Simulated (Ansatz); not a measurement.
# Hf3N2: the cost of one run

Computed with Ansatz 0.2.0 (DFT PBEsol, scalar-relativistic, plane waves, PAW, unless a step's input says otherwise).

1 further run of the same task is left out (set aside as unsound or not needed).

### Step 1. The starting structure

Symmetry: R-3m, No. 166, trigonal system. Conventional cell: a = 3.193 Å, b = 3.193 Å, c = 23.125 Å, α = 90.00°, β = 90.00°, γ = 120.00°. Hf (site symmetry 3m) is surrounded by 3 N at 2.26 Å. Hf (site symmetry -3m) has 6 N at 2.25 Å as nearest neighbours. N (site symmetry 3m) has 6 Hf at 2.25 to 2.26 Å as nearest neighbours.

Structure file:

```xyz
5
Lattice="1.5967 0.9218 7.7082 -1.5967 0.9218 7.7082 0.0000 -1.8437 7.7082" Properties=species:S:1:pos:R:3 pbc="T T T"
Hf    0.0000    0.0000   18.0135
Hf    0.0000    0.0000    5.1111
Hf    0.0000    0.0000    0.0000
N     0.0000    0.0000   14.1321
N     0.0000    0.0000    8.9924
```

It goes back to an entry of the Materials Project, which need not be the stable form.

It is the result of an earlier relaxation at this level (volume 13.61 Å³/atom; gap on the mesh: none (metal)).

### Step 2. Electronic structure at the relaxed geometry

The input, input.yaml:

```yaml
crystal:
  lattice:
    - [1.5966746458, 0.9218405366, 7.708188549]
    - [-1.5966746458, 0.9218405366, 7.708188549]
    - [0.0, -1.8436810731, 7.7081885491]
  atoms:
    - { symbol: Hf, position: [0.7789751363, 0.7789751363, 0.7789751363] }
    - { symbol: Hf, position: [0.2210248637, 0.2210248637, 0.2210248637] }
    - { symbol: Hf, position: [0.0, 0.0, 0.0] }
    - { symbol: "N", position: [0.6111305274, 0.6111305274, 0.6111305274] }
    - { symbol: "N", position: [0.3888694726, 0.3888694726, 0.3888694726] }
basis:
  ecutwfc: 420
kpoints:
  mp_grid: { grid: [12, 12, 12] }
  band_path:
    path:
      - [[0.0, 0.0, 0.0], [0.5, 0.5, 0.5], [0.82379844, 0.17620156, 0.5]]
      - [[0.5, -0.17620156, 0.17620156], [0.5, 0.0, 0.0], [0.0, 0.0, 0.0], [0.33810078, -0.33810078, 0.0]]
      - [[0.66189922, 0.0, 0.33810078], [0.5, 0.0, 0.5], [0.0, 0.0, 0.0]]
    npoints: 14
hamiltonian:
  xc: pbesol
scf:
  occupations: { method: gaussian, width: 0.1 }
  n_extra_bands: 12
output:
  forces: true
  stress: true
  eigenvalues: true
  populations: true
  dos: { projected: true, de: 0.02, nscf_kmesh: { grid: [18, 18, 18] } }
  bader: true
```

Command:

```console
ansatz run input.yaml --threads 1 --pin off --max-ram 2560MiB --backend cpu --events-out ev --progress --plain --runs-dir out
```

What time and memory should one allow on 1 thread of Intel Xeon Platinum 8488C (Sapphire Rapids), shared host?

About 2.2 min, with a peak of 1.4 GiB.
